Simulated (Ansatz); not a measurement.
# CH4ClOSi: the cost of one run

Method: RKS PBE0-D4/def2-SVP, in Ansatz 0.2.0.

## Step 1: Starting point

Bond lengths: O1–Si2 1.566 Å, Si2–C3 1.876 Å, C3–Cl4 1.836 Å, O1–H5 0.962 Å, Si2–H6 1.440 Å, C3–H7 1.089 Å, C3–H8 1.092 Å. Angles: O1–Si2–C3 123.3°, O1–Si2–H6 108.8°, C3–Si2–H6 127.6°, Si2–O1–H5 142.4°, Si2–C3–Cl4 94.8°, Si2–C3–H7 117.7°, Si2–C3–H8 117.2°, Cl4–C3–H7 107.9°, Cl4–C3–H8 108.2°, H7–C3–H8 109.2°.

As a file:

```xyz
8

O     0.3366    1.5716   -1.0475
Si    0.0074    0.7928    0.2706
C    -0.4299   -1.0312    0.3059
Cl    1.2972   -1.5982    0.5612
H     0.3661    1.4726   -2.0043
H     0.2525    1.6594    1.3937
H    -1.0281   -1.3931    1.1411
H    -0.8017   -1.4739   -0.6208
```

## Step 2: Relaxing end A

The input, input.yaml:

```yaml
crystal:
  periodic: [false, false, false]
  atoms:
    - { symbol: O, position_ang: [0.33656, 1.57155, -1.04749] }
    - { symbol: Si, position_ang: [0.00736, 0.79277, 0.27061] }
    - { symbol: C, position_ang: [-0.4299, -1.03118, 0.30595] }
    - { symbol: Cl, position_ang: [1.29718, -1.59816, 0.56117] }
    - { symbol: H, position_ang: [0.36614, 1.47257, -2.00431] }
    - { symbol: H, position_ang: [0.25251, 1.65938, 1.39373] }
    - { symbol: H, position_ang: [-1.02809, -1.39307, 1.14112] }
    - { symbol: H, position_ang: [-0.80174, -1.47386, -0.62078] }
total_charge: 1
basis:
  gaussian: { orbitals: def2-SVP }
hamiltonian:
  xc: pbe0
  dispersion: d4
relax:
  f_tol: 0.015
  max_steps: 40
```

Launch:

```
> ansatz run input.yaml --threads 1 --pin off --max-ram 2048MiB --backend cpu --events-out ev --progress --plain --runs-dir out
```

What time and memory should one allow on 1 thread of Arm Neoverse N1, shared host?

About 63 s, with a peak of 0.16 GiB.
